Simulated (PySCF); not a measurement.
# C4H6FNO: a tour of settings, part 2 of 2

PySCF 2.14.0. Atoms count from 0. The steps go on from the part before.

### Step 4. Ultraviolet spectrum: OPBE/def2-SVPD

The job: settings as JSON, then the geometry in Å.

```
{"job": {"kind": "uv", "xc": "OPBE", "basis": "def2-SVPD", "nstates": 3, "ntriplets": 2, "tda": false}, "charge": 0, "multiplicity": 1}
C     -1.970392     0.827970    -0.381171
C     -1.267700    -0.286264    -0.363983
F     -1.695503    -1.368704    -1.064046
C      0.035984    -0.543283     0.333390
N      1.133357    -0.598050    -0.614010
C      2.050424     0.384907    -0.689671
O      2.101377     1.342498     0.038782
H     -1.634650     1.691963     0.159290
H     -2.890521     0.902225    -0.932855
H     -0.022134    -1.492336     0.877781
H      0.256379     0.272616     1.023727
H      1.115078    -1.334184    -1.301878
H      2.783914     0.201129    -1.496043
```

Level: TDDFT OPBE/def2-SVPD, vertical, gas phase, core orbitals frozen in the response.

The program printed:

```text
coarse grid: 11304 points
cycle   1  E = -385.1760592466  dE =  9.235e-01  |g| = 9.241e-01  |ddm| = 5.177e+00
cycle   2  E = -383.1042312535  dE =  2.072e+00  |g| = 2.946e+00  |ddm| = 2.163e+01
cycle   3  E = -385.3097502622  dE = -2.206e+00  |g| = 4.556e-01  |ddm| = 2.135e+01
cycle   4  E = -385.3438940462  dE = -3.414e-02  |g| = 2.629e-01  |ddm| = 7.758e-01
cycle   5  E = -385.3565101671  dE = -1.262e-02  |g| = 7.314e-02  |ddm| = 3.326e-01
cycle   6  E = -385.3577467713  dE = -1.237e-03  |g| = 2.459e-02  |ddm| = 1.516e-01
cycle   7  E = -385.3578541270  dE = -1.074e-04  |g| = 1.247e-02  |ddm| = 4.457e-02
cycle   8  E = -385.3578918177  dE = -3.769e-05  |g| = 3.089e-03  |ddm| = 1.866e-02
cycle   9  E = -385.3578940549  dE = -2.237e-06  |g| = 7.757e-04  |ddm| = 6.565e-03
final grid: 110872 points
cycle  10  E = -385.4055507293  dE =  9.195e-06  |g| = 2.722e-02  |ddm| = 2.597e-01
cycle  11  E = -385.4044995817  dE =  1.051e-03  |g| = 7.601e-02  |ddm| = 1.076e-01
cycle  12  E = -385.4056838941  dE = -1.184e-03  |g| = 7.594e-03  |ddm| = 8.574e-02
cycle  13  E = -385.4056967501  dE = -1.286e-05  |g| = 1.249e-03  |ddm| = 9.611e-03
cycle  14  E = -385.4056970354  dE = -2.852e-07  |g| = 4.750e-04  |ddm| = 2.115e-03
cycle  15  E = -385.4056970901  dE = -5.472e-08  |g| = 1.584e-04  |ddm| = 1.014e-03
cycle  16  E = -385.4056970963  dE = -6.244e-09  |g| = 4.983e-05  |ddm| = 2.864e-04
cycle  17  E = -385.4056970969  dE = -5.780e-10  |g| = 1.355e-05  |ddm| = 7.112e-05
converged SCF energy = -385.4056970969

Static polarisability (au): isotropic 62.595, principal 49.250 66.227 72.307

Singlet excitations
state   eV       nm        f      main configurations
  1   5.0727    244.4   0.00539   H->L 0.96
  2   5.6373    219.9   0.03257   H-1->L 0.67, H-2->L 0.22
  3   5.7636    215.1   0.00222   H->L+1 0.93

Triplet excitations (Tamm-Dancoff, eV): 4.4953 4.9430
```

It took 24 s on 1 thread of Arm Neoverse V2, shared host; peak memory 0.66 GiB.

This run: HOMO -6.08 eV, LUMO -1.07 eV; lowest singlet 5.07 eV.

### Step 5. NMR shieldings: PBE0/IGLO-II

The job, as its differences from that of step 4:

```diff
@@ -1,2 +1,2 @@
-{"job": {"kind": "uv", "xc": "OPBE", "basis": "def2-SVPD", "nstates": 3, "ntriplets": 2, "tda": false}, "charge": 0, "multiplicity": 1}
+{"job": {"kind": "nmr", "xc": "PBE0", "basis": "IGLO-II", "pop": false, "scf": {"aux": "def2-qzvpp-jkfit"}}, "charge": 0, "multiplicity": 1}
 C     -1.970392     0.827970    -0.381171
```

With the program's defaults for keys left out, this is: GIAO PBE0/IGLO-II NMR shielding, non-relativistic, gas phase.

The program printed:

```text
final grid: 110872 points
cycle   1  E = -385.3445172327  dE =  1.151e+00  |g| = 9.539e-01  |ddm| = 2.809e+00
cycle   2  E = -384.6827048254  dE =  6.618e-01  |g| = 2.042e+00  |ddm| = 2.459e+00
cycle   3  E = -385.5072900292  dE = -8.246e-01  |g| = 2.470e-01  |ddm| = 1.993e+00
cycle   4  E = -385.5165582095  dE = -9.268e-03  |g| = 1.212e-01  |ddm| = 2.139e-01
cycle   5  E = -385.5188791780  dE = -2.321e-03  |g| = 2.267e-02  |ddm| = 6.814e-02
cycle   6  E = -385.5189916464  dE = -1.125e-04  |g| = 6.495e-03  |ddm| = 1.845e-02
cycle   7  E = -385.5189997914  dE = -8.145e-06  |g| = 2.125e-03  |ddm| = 5.495e-03
cycle   8  E = -385.5190006560  dE = -8.646e-07  |g| = 8.379e-04  |ddm| = 1.855e-03
cycle   9  E = -385.5190008165  dE = -1.604e-07  |g| = 1.300e-04  |ddm| = 7.450e-04
cycle  10  E = -385.5190008194  dE = -2.871e-09  |g| = 7.677e-05  |ddm| = 1.417e-04
cycle  11  E = -385.5190008204  dE = -1.089e-09  |g| = 1.497e-05  |ddm| = 5.526e-05
cycle  12  E = -385.5190008205  dE = -3.149e-11  |g| = 5.527e-06  |ddm| = 1.317e-05
converged SCF energy = -385.5190008205

GIAO shielding tensors (ppm)
atom      isotropic    diamagn.    paramagn.     s11        s22        s33       span
  0 C       91.262     255.717    -164.455     -3.307    115.487    161.604    164.911
  1 C       14.300     250.992    -236.692    -92.893     63.481     72.312    165.204
  2 F      276.982     472.548    -195.567    178.109    298.652    354.184    176.074
  3 C      147.964     246.075     -98.111    125.428    147.331    171.135     45.707
  4 N      135.048     322.943    -187.894     27.566    166.500    211.079    183.513
  5 C       30.947     243.341    -212.393    -63.411     58.284     97.969    161.381
  6 O      -69.411     402.964    -472.375   -381.253   -186.749    359.770    741.023
  7 H       27.338      32.595      -5.257     25.082     25.838     31.094      6.012
  8 H       27.332      30.391      -3.060     24.784     25.907     31.304      6.519
  9 H       28.931      30.707      -1.775     24.191     28.061     34.542     10.351
 10 H       26.920      32.360      -5.440     23.382     27.659     29.718      6.336
 11 H       27.040      32.531      -5.491     22.421     28.463     30.236      7.815
 12 H       24.050      26.158      -2.108     20.240     24.015     27.896      7.657
```

Run time: 17 s. Hardware: 1 thread of Arm Neoverse V2, shared host; peak memory 0.97 GiB.

The references, computed at this level on geometries of the same kind, shield at (ppm): 1H TMS 32.10, 13C TMS 189.0, 19F CFCl3 180.6, 15N NH3 267.1, 17O H2O 336.1. Their shielding less the atom's gives the shift. The references are single molecules in the gas phase, so shifts against H2O, NH3, PH3, H3PO4 or CFCl3 are not on the usual liquid scales and can be off by tens of ppm. Atoms listed in one row are averaged.

```csv
atoms,environment,σ (ppm),δ (ppm)
C1,fully substituted alkene carbon,14.3,174.7
C5,amide carbonyl carbon,30.9,158.1
C0,terminal =CH2 carbon,91.3,97.8
C3,allylic sp3 CH2 bonded to N,148.0,41.1
H12,hydrogen on an amide carbonyl carbon,24.05,8.05
H11,hydrogen on an amide-type nitrogen,27.04,5.06
H8,hydrogen on a terminal =CH2 carbon,27.33,4.77
H7,hydrogen on a terminal =CH2 carbon,27.34,4.76
"H9, H10",hydrogen on an allylic sp3 CH2 bonded to N,27.93,4.18
F2,vinylic fluorine,277.0,-96.4
N4,amide-type nitrogen,135.0,132.1
O6,amide-type carbonyl oxygen,-69.4,405.5
```

### Step 6. TDDFT and polarisability: PBE0/pcSseg-1

The job, as its differences from that of step 5:

```diff
@@ -1,2 +1,2 @@
-{"job": {"kind": "nmr", "xc": "PBE0", "basis": "IGLO-II", "pop": false, "scf": {"aux": "def2-qzvpp-jkfit"}}, "charge": 0, "multiplicity": 1}
+{"job": {"kind": "uv", "xc": "PBE0", "basis": "pcSseg-1", "nstates": 3, "ntriplets": 0, "tda": true}, "charge": 0, "multiplicity": 1}
 C     -1.970392     0.827970    -0.381171
```

With the program's defaults for keys left out, this is: TDA PBE0/pcSseg-1, vertical, gas phase, core orbitals frozen in the response.

The program printed:

```text
coarse grid: 11304 points
cycle   1  E = -385.1540070179  dE =  1.139e+00  |g| = 9.205e-01  |ddm| = 3.177e+00
cycle   2  E = -384.5532625935  dE =  6.007e-01  |g| = 1.944e+00  |ddm| = 2.379e+00
cycle   3  E = -385.3097654859  dE = -7.565e-01  |g| = 2.336e-01  |ddm| = 1.885e+00
cycle   4  E = -385.3184771416  dE = -8.712e-03  |g| = 1.069e-01  |ddm| = 2.179e-01
cycle   5  E = -385.3203425164  dE = -1.865e-03  |g| = 2.200e-02  |ddm| = 6.665e-02
cycle   6  E = -385.3204532675  dE = -1.108e-04  |g| = 6.196e-03  |ddm| = 2.023e-02
cycle   7  E = -385.3204603975  dE = -7.130e-06  |g| = 2.348e-03  |ddm| = 5.496e-03
final grid: 110872 points
cycle   8  E = -385.3770429728  dE = -1.715e-05  |g| = 1.297e-02  |ddm| = 2.177e-02
cycle   9  E = -385.3769478112  dE =  9.516e-05  |g| = 2.564e-02  |ddm| = 2.559e-02
cycle  10  E = -385.3770764422  dE = -1.286e-04  |g| = 2.124e-03  |ddm| = 1.799e-02
cycle  11  E = -385.3770773953  dE = -9.530e-07  |g| = 4.046e-04  |ddm| = 1.658e-03
cycle  12  E = -385.3770774171  dE = -2.180e-08  |g| = 1.522e-04  |ddm| = 3.344e-04
cycle  13  E = -385.3770774207  dE = -3.636e-09  |g| = 2.289e-05  |ddm| = 9.542e-05
cycle  14  E = -385.3770774208  dE = -7.162e-11  |g| = 1.278e-05  |ddm| = 2.583e-05
converged SCF energy = -385.3770774208

Static polarisability (au): isotropic 51.739, principal 38.422 55.880 60.915

Singlet excitations
state   eV       nm        f      main configurations
  1   5.8834    210.7   0.00096   H->L+1 0.41, H->L 0.23, H-1->L+1 0.15
  2   6.6075    187.6   0.03159   H-1->L 0.73, H-2->L 0.17
  3   6.9481    178.4   0.04672   H->L 0.47, H->L+1 0.26, H-2->L 0.14
```

Wall time 8.4 s (1 thread of Arm Neoverse V2, shared host); peak memory 0.82 GiB.

In short: HOMO -7.60 eV, LUMO 0.01 eV; lowest singlet 5.88 eV.

### Step 7. Comparing the runs: electronic excitations

Excitations and ground-state properties, with basis size and wall time:

```
              run  lowest singlet (eV)  brightest (eV)      f  gap (eV)  α (Å³)  μ (D)  functions   time
PBE0/aug-pcSseg-1                 5.78            6.34  0.044      7.33    9.26   2.27        236   26 s
   OPBE/def2-SVPD                 5.07            5.64  0.033      5.01    9.28   2.30        194   24 s
    PBE0/pcSseg-1                 5.88            6.95  0.047      7.61    7.67   2.28        149  8.4 s
```

### Step 8. Results

The summary covers parts 1 to 2.

| quantity | value |
| --- | --- |
| lowest singlet (PBE0/aug-pcSseg-1) | 5.78 eV (214 nm), f = 0.001 |
| brightest single state of those computed | state 2, 6.34 eV, f = 0.044 |
| surface potential, 1st and 99th percentile | -1.78 V and 2.22 V |
| largest coupling of the table (PBE0/6-31G*) | 1J(C,F) C1–F2, -230.3 Hz |
| 13C shifts against TMS (PBE0/IGLO-II) | 174.7, 158.1, 97.8, 41.1 ppm |
| 1H shifts against TMS (PBE0/IGLO-II, means over atoms taken as alike) | 8.05, 5.06, 4.77, 4.76, 4.18 ppm |
| 19F shifts against CFCl3 (PBE0/IGLO-II) | -96.4 ppm |
| 15N shifts against NH3 (PBE0/IGLO-II) | 132.1 ppm |
| 17O shifts against H2O (PBE0/IGLO-II) | 405.5 ppm |
| range of the lowest singlet | 5.07 to 5.88 eV |

In words: Single values in the summary come from the first run of each kind that ended normally (PBE0/aug-pcSseg-1; PBE0/6-31G*; PBE0/IGLO-II), which need not be the best level. The first singlet state (HOMO→LUMO+3 0.16, HOMO→LUMO+4 0.15) lies at 5.78 eV and is dark; of the 3 states computed, the strongest absorption comes from state 2 at 6.34 eV. At PBE0/aug-pcSseg-1, counted by nearest atom on the grid, the HOMO lies on O6 36 %; C0 20 %, the LUMO on H11 20 %; H9 15 %. In the run at PBE0/6-31G*, the largest coupling of the table is C1–F2, -230.3 Hz, of which the Fermi-contact term gives -226.4 Hz. Couplings across rotatable bonds belong to this one conformer; where others are populated, the observed values are averages. At PBE0/IGLO-II: The widest tensor belongs to O6: span 741 ppm, with a paramagnetic part of -472 ppm. The lowest singlet runs from 5.07 eV (OPBE/def2-SVPD) to 5.88 eV (PBE0/pcSseg-1), while the orbital gap spans 5.01 to 7.61 eV. The lowest state need not be the same one in every run. Couplings from bases without tight functions are rough.
